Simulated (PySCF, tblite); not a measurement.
# FH₈NSi₃, a small molecule taken as a stand-in for a surface group (Si site with back bonds [SiH3], [SiH3], N): NMR shifts, core binding energies and electronic excitations

Aim: the NMR shifts, core binding energies and electronic excitations of `N[Si](F)([SiH3])[SiH3]`.

Computed with tblite 0.8.0 and PySCF 2.14.0; each step states its level. No surroundings beyond the atoms listed, unless a continuum is named. Atoms count from 0, parts from 1.

## 1. Starting point

13 atoms, charge 0, multiplicity 1; geometry: distance geometry start.

## 2. Relaxing the cluster with GFN2-xTB

What the job is given:

```
{"job": {"kind": "relax", "xc": "GFN2-xTB", "basis": "xTB"}, "charge": 0, "multiplicity": 1}
Si    -0.576591     0.413578     0.029706
Si    -1.523534    -1.485454    -0.606101
Si     0.021583     1.587075    -1.764463
N     -1.753507     1.372210     1.030641
F      0.790875     0.076119     0.933351
H     -0.553101    -2.325168    -1.226112
H     -2.540755    -1.196669    -1.551179
H     -2.069842    -2.145157     0.531353
H     -0.373959     0.899957    -2.924222
H     -0.615053     2.888670    -1.707798
H      1.424736     1.751630    -1.770170
H     -2.401348     0.838096     1.597521
H     -2.126984     2.216348     0.578911
```

Method: GFN2-xTB geometry optimisation, gas phase.

Run with:

```
OMP_NUM_THREADS=1 python cluster_run.py task.json out
```

One launch serves the whole session: the jobs run in the order shown.

**Question.** The jobs that follow are: PBE0-D3(BJ)/def2-SVP geometry optimisation, gas phase; GIAO PBE0/pcSseg-1 NMR shielding, non-relativistic, gas phase; delta-SCF UKS SCAN, pcX-2 on the ionised atom, pcseg-1 elsewhere, spin-free X2C; TDDFT CAM-B3LYP/def2-SVPD, vertical, gas phase, core orbitals frozen in the response. Predict: point group; rotational constants (main isotopes); 1H shifts against TMS (PBE0/pcSseg-1, means over atoms taken as alike); 29Si shifts against TMS (PBE0/pcSseg-1, means over atoms taken as alike); 15N shifts against NH3 (PBE0/pcSseg-1); 19F shifts against CFCl3 (PBE0/pcSseg-1); surface potential, 1st and 99th percentile; Si2p binding energies, SCAN/pcX-2; N1s binding energies, SCAN/pcX-2; F1s binding energies, SCAN/pcX-2; lowest singlet (CAM-B3LYP/def2-SVPD); brightest single state of those computed; lowest triplet; vertical ionisation energy (ΔSCF).

As calculated:

| quantity | value |
| --- | --- |
| point group | Cs |
| rotational constants (main isotopes) | 2.57, 1.50, 1.33 GHz |
| 1H shifts against TMS (PBE0/pcSseg-1, means over atoms taken as alike) | 3.52, 3.46, 3.46, 3.34, 1.81, 1.80 ppm |
| 29Si shifts against TMS (PBE0/pcSseg-1, means over atoms taken as alike) | 13.2, -108.1 ppm |
| 15N shifts against NH3 (PBE0/pcSseg-1) | 52.2 ppm |
| 19F shifts against CFCl3 (PBE0/pcSseg-1) | -130.8 ppm |
| surface potential, 1st and 99th percentile | -1.19 V and 1.80 V |
| Si2p binding energies, SCAN/pcX-2 | Si0 107.49, Si1 106.74 eV |
| N1s binding energies, SCAN/pcX-2 | N3 404.94 eV |
| F1s binding energies, SCAN/pcX-2 | F4 691.47 eV |
| lowest singlet (CAM-B3LYP/def2-SVPD) | 6.26 eV (198 nm), f = 0.141 |
| brightest single state of those computed | state 6, 7.71 eV, f = 0.546 |
| lowest triplet | 5.41 eV |
| vertical ionisation energy (ΔSCF) | 9.69 eV |

The optimisation took 27 steps and gained 0.519 eV; among the close pairs (by a distance rule), Si2–H8 changed most, from 1.438 to 1.496 Å (PBE0/def2-SVP). At PBE0/pcSseg-1: The widest tensor belongs to F4: span 182 ppm, with a paramagnetic part of -163 ppm. At PBE0/pcSseg-1, counted by nearest atom on the grid, the HOMO lies on Si0 27 %; Si1, Si2 about 19 % each, the LUMO on Si0 19 %; H7, H9 about 11 % each. Si0 (silicon bonded to F, N, 2 Si) binds its Si2p electron 0.76 eV more tightly than Si1 (silicon bonded to Si, 3 H). The lowest singlet, at 6.26 eV, is HOMO→LUMO 0.93 and is bright; of the 6 states computed, the strongest absorption comes from state 6 at 7.71 eV (the last computed, so partners may be missing). The lowest triplet lies 0.85 eV below the lowest singlet (triplets in Tamm-Dancoff, singlets in full TDDFT). The orbital energy would give 9.01 eV for ionisation, ΔSCF gives 9.69 eV. A capped cluster stands for the solid here, so long-range fields and strain are missing, and bands or shifts of the capping hydrogens have no counterpart in it.
